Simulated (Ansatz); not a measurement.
# CH3FIIn: up Jacob's ladder to CCSD(T)

Aim: compute CH3FIIn with functionals from several rungs and with coupled cluster, and see how far each lands from CCSD(T) at the basis-set limit for the atomisation energy.

Computed with Ansatz 0.2.0, Gaussian basis. Level: functionals in def2-TZVPP, the program's frozen cores in correlated methods.

Levels to be run: LDA (SPW92), PBE-D4, revPBE-D4, BLYP-D4, r2SCAN-D4, B97M-V, PBE0-D4, B3LYP-D4, r2SCANh-D4, r2SCAN0-D4, HSE06-D4, BHLYP-D4, CAM-B3LYP-D4, LC-ωPBE, ωB97X-V, ωB97M-V, B2PLYP, PBE-QIDH; CCSD(T)/def2-SVP; CCSD(T)/def2-TZVPP; CCSD(T)/def2-QZVPP; extrapolation to the limit; RPA on PBE.

### Step 1. The geometry

An earlier PBE0-D4 in a triple-zeta def2 set relaxation fixed the geometry. In, I take the def2 core potential; no spin-orbit term is included.

SMILES `[CH3][In]([F])[I]`, 7 atoms, charge 0, spin multiplicity 1.

Atoms are counted from 1 here; the program's logs count them from 0.

Bond lengths: C1–In2 2.128 Å, C1–H5 1.089 Å, C1–H6 1.089 Å, C1–H7 1.089 Å, In2–F3 1.952 Å, In2–I4 2.642 Å. Angles: In2–C1–H5 109.1°, In2–C1–H6 109.1°, In2–C1–H7 108.8°, H5–C1–H6 109.2°, H5–C1–H7 110.3°, H6–C1–H7 110.3°, C1–In2–F3 118.6°, C1–In2–I4 131.1°, F3–In2–I4 110.3°.

Geometry (Å):

```mol
CH3FIIn
  3D, bonds by distance, orders not assigned

  7  6  0  0  0  0  0  0  0  0999 V2000
   -0.3048    1.0231    0.4075 C   0  0
    0.3365   -0.8614   -0.3448 In  0  0
    2.2516   -1.1944   -0.5227 F   0  0
   -1.0376   -2.9746   -1.1367 I   0  0
   -0.9262    1.5125   -0.3418 H   0  0
   -0.8913    0.8645    1.3118 H   0  0
    0.5717    1.6303    0.6268 H   0  0
  1  2  8  0
  2  3  8  0
  2  4  8  0
  1  5  8  0
  1  6  8  0
  1  7  8  0
M  END
```

### Step 2. LDA

This LDA is Slater exchange with PW92 correlation.

Input file in.yaml:

```yaml
crystal:
  periodic: [false, false, false]
  atoms:
    - {symbol: C, position_ang: [-0.304814, 1.023128, 0.407473]}
    - {symbol: In, position_ang: [0.336496, -0.861351, -0.344847]}
    - {symbol: F, position_ang: [2.251646, -1.194396, -0.522698]}
    - {symbol: I, position_ang: [-1.037650, -2.974623, -1.136732]}
    - {symbol: H, position_ang: [-0.926167, 1.512491, -0.341777]}
    - {symbol: H, position_ang: [-0.891258, 0.864490, 1.311803]}
    - {symbol: H, position_ang: [0.571746, 1.630251, 0.626778]}
basis:
  gaussian: {orbitals: def2-TZVPP}
hamiltonian: {xc: lda}
output: {orbitals: {seedname: orbitals}}
```

Launch:

```
$ ansatz run in.yaml --threads 2 --pin off --events-out ev --progress --plain --max-ram 32768MiB --backend cpu
```

The runs that follow: PBE-D4 (GGA); revPBE-D4 (GGA); BLYP-D4 (GGA); r2SCAN-D4 (meta-GGA); B97M-V (meta-GGA); B3LYP-D4 (hybrid); r2SCANh-D4 (hybrid); r2SCAN0-D4 (hybrid); HSE06-D4 (hybrid); BHLYP-D4 (hybrid); CAM-B3LYP-D4 (range-separated); LC-ωPBE (range-separated); ωB97X-V (range-separated); ωB97M-V (range-separated); B2PLYP (double hybrid); PBE-QIDH (double hybrid); CCSD(T) in def2-SVP; CCSD(T) in def2-TZVPP; CCSD(T) in def2-QZVPP; RPA on PBE orbitals.

Q: Predict the results of all the runs planned. Wanted: atomisation energy, CCSD(T)/CBS; farthest beyond LDA; mean size of error, GGA; mean size of error, meta-GGA; mean size of error, hybrid; mean size of error, range-separated; mean size of error, double hybrid; gap, smallest and largest; T1 diagnostic.

The runs gave:

```
                               quantity                                  value
        atomisation energy, CCSD(T)/CBS                              22.976 eV
    functionals within 0.230 eV (1.0 %)             PBE-D4, r2SCAN-D4, ωB97X-V
                    farthest beyond LDA                   BHLYP-D4 (-1.143 eV)
                mean size of error, GGA                               0.430 eV
           mean size of error, meta-GGA                               0.250 eV
             mean size of error, hybrid                               0.558 eV
    mean size of error, range-separated                               0.294 eV
      mean size of error, double hybrid                               0.499 eV
              gap, smallest and largest  3.80 eV (BLYP-D4), 10.67 eV (LC-ωPBE)
                          T1 diagnostic                                 0.0127
triples share of the correlation energy                                  2.8 %
```

In words: The LDA atomisation energy is off by 3.013 eV (13 %): it overbinds. PBE-D4 is off by +0.064 eV. Double hybrids carry the basis error of their MP2 part in triple zeta, and no dispersion term here, so their miss is partly the set-up's. By mean error the best rung here is meta-GGA (0.250 eV) and the worst beyond LDA is hybrid (0.558 eV). The gap between the best rungs is small, so their order is not settled. The mean of the hybrids holds BHLYP, with half exact exchange. Misses under about 0.230 eV are within the doubt on the reference itself, which lacks core-valence correlation, spin-orbit coupling and higher excitations, and its outer-core shells are covered unevenly. All levels share the lack of spin-orbit coupling, which lowers the free heavy atoms and so the true binding. Hartree-Fock recovers 72 % of the binding; the rest is correlation. CCSD(T) in def2-SVP is off by -1.619 eV, more than most functionals: a good method in a small basis is no reference. The gap grows from 3.8 to 10.7 eV across the functionals, mostly with the share of exact exchange. Correlated methods include outer-core shells of I, In, which these sets cover unevenly.
